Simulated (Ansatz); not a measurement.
# Si4Sn: the cost of one run

Program: Ansatz 0.2.0. Level of theory: DFT PBE, scalar-relativistic, plane waves, PAW. These are calculated values, not measurements.

1 further run of the same task is left out (it didn't finish).

**1. The starting structure**

It takes space group Fd-3m (No. 227, cubic). The conventional cell has a = 9.383 Å, b = 9.383 Å, c = 9.383 Å, α = 90.00°, β = 90.00°, γ = 90.00°. Si (site symmetry 3m) has 3 Si at 2.49 Å and 1 Sn at 2.54 Å as nearest neighbours. Sn (site symmetry -43m) is surrounded by 4 Si at 2.54 Å.

Structure file:

```
CELL_PARAMETERS angstrom
0.00000 4.69160 4.69160
4.69160 0.00000 4.69160
4.69160 4.69160 0.00000
ATOMIC_POSITIONS crystal
Si 0.40599 0.40599 0.40599
Si 0.40599 0.40599 0.78202
Si 0.40599 0.78202 0.40599
Si 0.78202 0.40599 0.40599
Si 0.84401 0.84401 0.46798
Si 0.84401 0.84401 0.84401
Si 0.84401 0.46798 0.84401
Si 0.46798 0.84401 0.84401
Sn 0.00000 0.00000 0.00000
Sn 0.25000 0.25000 0.25000
```

The cell is invented: random cell by space group and Wyckoff sites (Fd-3m, No. 227). The dimensions are guesses.

**2. The guess as it stands, on a coarse mesh**

Contents of input.yaml:

```yaml
crystal:
  lattice:
    - [0.0, 4.69159581, 4.69159581]
    - [4.69159581, 0.0, 4.69159581]
    - [4.69159581, 4.69159581, 0.0]
  atoms:
    - { symbol: Si, position: [0.40599429, 0.40599429, 0.40599429] }
    - { symbol: Si, position: [0.40599429, 0.40599429, 0.78201712] }
    - { symbol: Si, position: [0.40599429, 0.78201712, 0.40599429] }
    - { symbol: Si, position: [0.78201712, 0.40599429, 0.40599429] }
    - { symbol: Si, position: [0.84400571, 0.84400571, 0.46798288] }
    - { symbol: Si, position: [0.84400571, 0.84400571, 0.84400571] }
    - { symbol: Si, position: [0.84400571, 0.46798288, 0.84400571] }
    - { symbol: Si, position: [0.46798288, 0.84400571, 0.84400571] }
    - { symbol: Sn, position: [0.0, 0.0, 0.0] }
    - { symbol: Sn, position: [0.25, 0.25, 0.25] }
basis:
  ecutwfc: 420
kpoints:
  mp_grid: { grid: [4, 4, 4] }
hamiltonian:
  xc: pbe
scf:
  occupations: { method: gaussian, width: 0.1 }
  lower_state_search: "off"
output:
  forces: true
  stress: true
  eigenvalues: true
```

Command:

```bash
$ ansatz run input.yaml --threads 1 --pin off --max-ram 2560MiB --backend cpu --events-out ev --progress --plain --runs-dir out
```

What time and memory should one allow on 1 thread of Intel Xeon at 2.70GHz, shared host?

About 6.5 s, with a peak of 0.45 GiB.
